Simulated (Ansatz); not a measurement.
**C2H3BOSe: one species, many methods**

An exercise on one series of results from a longer session: the logs are not shown, and one member is left open.

Method: functionals in def2-TZVPP, the program's frozen cores in correlated methods; program: Ansatz 0.2.0, Gaussian basis.

Levels to be run: PBE-D4, r2SCAN-D4, PBE0-D4, B3LYP-D4, ωB97X-V, ωB97M-V, B2PLYP; CCSD(T)/def2-TZVPP; MP2/def2-QZVPP; extrapolation to the limit.

## The relaxed structure

An earlier PBE0-D4 in a triple-zeta def2 set relaxation fixed the geometry.

8 atoms, charge 0, spin multiplicity 1.

Atoms are counted from 1 here; the program's logs count them from 0.

Bond lengths: B1–O2 1.354 Å, B1–H6 1.197 Å, B1–H7 1.193 Å, O2–C3 1.370 Å, C3–C4 1.311 Å, C3–H8 1.084 Å, C4–Se5 1.692 Å. Angles: O2–B1–H6 120.4°, O2–B1–H7 115.5°, H6–B1–H7 124.1°, B1–O2–C3 124.1°, O2–C3–C4 125.4°, O2–C3–H8 114.3°, C4–C3–H8 120.3°, C3–C4–Se5 178.6°.

Set-up of the first run:

Input file in.yaml:

```yaml
crystal:
  periodic: [false, false, false]
  atoms:
    - {symbol: B, position_ang: [1.089597, 0.054618, 1.024071]}
    - {symbol: O, position_ang: [0.290831, -0.904389, 0.499099]}
    - {symbol: C, position_ang: [-0.767403, -0.651753, -0.334311]}
    - {symbol: C, position_ang: [-0.848395, 0.348185, -1.178030]}
    - {symbol: Se, position_ang: [-0.970427, 1.613264, -2.294632]}
    - {symbol: H, position_ang: [0.860160, 1.212023, 0.822817]}
    - {symbol: H, position_ang: [1.999818, -0.341322, 1.686487]}
    - {symbol: H, position_ang: [-1.561879, -1.387725, -0.281202]}
basis:
  gaussian: {orbitals: def2-TZVPP}
hamiltonian: {xc: pbe, dispersion: d4}
output: {forces: true, orbitals: {seedname: orbitals}}
```

Started as:

```bash
$ ansatz run in.yaml --threads 4 --pin off --events-out ev --progress --plain --max-ram 10444MiB
```

Steps of the session up to this table: PBE-D4 (GGA); r2SCAN-D4 (meta-GGA); PBE0-D4 (hybrid); B3LYP-D4 (hybrid); ωB97X-V (range-separated); ωB97M-V (range-separated); B2PLYP (double hybrid); CCSD(T) in def2-TZVPP; MP2 in def2-QZVPP.

One table of the session follows, with a row left open; its other results are not shown here.

```
            method  atomisation energy (kJ/mol)
            PBE-D4                       3294.9
         r2SCAN-D4                       3191.6
           PBE0-D4                       3184.5
          B3LYP-D4                       3168.3
           ωB97X-V                       3146.2
           ωB97M-V                       3154.3
            B2PLYP                       3137.5
     HF/def2-TZVPP                       2181.0
    MP2/def2-TZVPP                       3162.6
   CCSD/def2-TZVPP                       2981.1
CCSD(T)/def2-TZVPP                       3059.4
           MP2/CBS                            ?
       CCSD(T)/CBS                       3148.8
```

Estimate the missing values for MP2/CBS.

The run gave: atomisation energy (kJ/mol): 3252.0. In the column «atomisation energy (kJ/mol)» it lies between r2SCAN-D4 (3191.6) and PBE-D4 (3294.9).

Caveats from the session: Free atoms (1 B, 1 O, 2 C, 1 Se, 3 H) were run apart at each level; the atomisation energy is their sum less the molecule, without zero-point or spin-orbit terms.
